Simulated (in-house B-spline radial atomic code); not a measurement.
# Mo⁴¹⁺: isotopes

What do the measured radii and masses of the isotopes do to the energy of Mo⁴¹⁺?

Program: in-house B-spline radial atomic code version 1. Level of theory: Dirac-Hartree-Fock, average of configuration, Fermi nucleus, basis-set limit. These are calculated values, not measurements, unless marked.

**1. Starting point**

| Item | Value |
| --- | --- |
| element | molybdenum (Z = 42) |
| charge | +41 |
| electrons | 1 |
| configuration | 1s1 |
| Hamiltonian | Dirac-Coulomb |
| nucleus | Fermi, rms radius 4.327 fm |

The run's settings:

```ini
Z = 42
electrons = 1.0
configuration = 1s1
hamiltonian = dirac
method = hf
spin_polarised = False
nucleus = fermi
rms_radius = 4.3265
mass_number = 90
atomic_mass = 89.91393127
speed_of_light = 137.035999084
```

This reference run was done before. Its total energy is -903.721857 hartree (electron-nucleus part -1853.0590, recoil term 0.005513758), and its levels are (the highest eight at most):

```tsv
orbital	occupation	energy (eV)	<r> (bohr)
1s1/2	1	-24591.5	0.03457
```

**2. Mass number 91**

The run's settings:

```ini
Z = 42
electrons = 1.0
configuration = 1s1
hamiltonian = dirac
method = hf
spin_polarised = False
nucleus = fermi
rms_radius = 4.3182
mass_number = 91
atomic_mass = 90.91174519
speed_of_light = 137.035999084
```

**3. Mass number 92**

The run's settings:

```ini
Z = 42
electrons = 1.0
configuration = 1s1
hamiltonian = dirac
method = hf
spin_polarised = False
nucleus = fermi
rms_radius = 4.3151
mass_number = 92
atomic_mass = 91.906807153
speed_of_light = 137.035999084
```

**4. Mass number 94**

The run's settings:

```ini
Z = 42
electrons = 1.0
configuration = 1s1
hamiltonian = dirac
method = hf
spin_polarised = False
nucleus = fermi
rms_radius = 4.3529
mass_number = 94
atomic_mass = 93.905083586
speed_of_light = 137.035999084
```

**5. Mass number 95**

The run's settings:

```ini
Z = 42
electrons = 1.0
configuration = 1s1
hamiltonian = dirac
method = hf
spin_polarised = False
nucleus = fermi
rms_radius = 4.3628
mass_number = 95
atomic_mass = 94.905837436
speed_of_light = 137.035999084
```

**6. Mass number 96**

The run's settings:

```ini
Z = 42
electrons = 1.0
configuration = 1s1
hamiltonian = dirac
method = hf
spin_polarised = False
nucleus = fermi
rms_radius = 4.3847
mass_number = 96
atomic_mass = 95.90467477
speed_of_light = 137.035999084
```

**7. Mass number 97**

The run's settings:

```ini
Z = 42
electrons = 1.0
configuration = 1s1
hamiltonian = dirac
method = hf
spin_polarised = False
nucleus = fermi
rms_radius = 4.388
mass_number = 97
atomic_mass = 96.906016903
speed_of_light = 137.035999084
```

**8. Mass number 98**

The run's settings:

```ini
Z = 42
electrons = 1.0
configuration = 1s1
hamiltonian = dirac
method = hf
spin_polarised = False
nucleus = fermi
rms_radius = 4.4091
mass_number = 98
atomic_mass = 97.905403609
speed_of_light = 137.035999084
```

Q: By how much, and in which direction, does each change move the total energy and the levels?

The runs gave:

All values are changes from the reference run; energy changes under 2e-05 eV count as noise.

| change | rms radius (fm) | δ<r²> (fm²) | Δ total energy (eV) | Δ recoil term, not in the total or the levels (eV) | Δ 1s1/2 level (eV) |
| --- | --- | --- | --- | --- | --- |
| mass number 91 | 4.3182 | -0.072 | -0.002466 | -0.001647 | -0.002466 |
| mass number 92 | 4.3151 | -0.099 | -0.003386 | -0.003253 | -0.003386 |
| mass number 94 | 4.3529 | +0.229 | +0.007871 | -0.006377 | +0.007871 |
| mass number 95 | 4.3628 | +0.315 | +0.01083 | -0.007892 | +0.01083 |
| mass number 96 | 4.3847 | +0.507 | +0.01741 | -0.009372 | +0.01741 |
| mass number 97 | 4.3880 | +0.536 | +0.0184 | -0.01083 | +0.0184 |
| mass number 98 | 4.4091 | +0.722 | +0.02477 | -0.01225 | +0.02477 |

**Reading.** The total energy moves by 34.3 meV for each fm² of δ<r²> (from mass number 98): a larger nucleus binds the s electrons less. For that pair the recoil (mass) term changes by 0.012 eV against 0.025 eV from size, so size rules the shift. The recoil term is approximate.
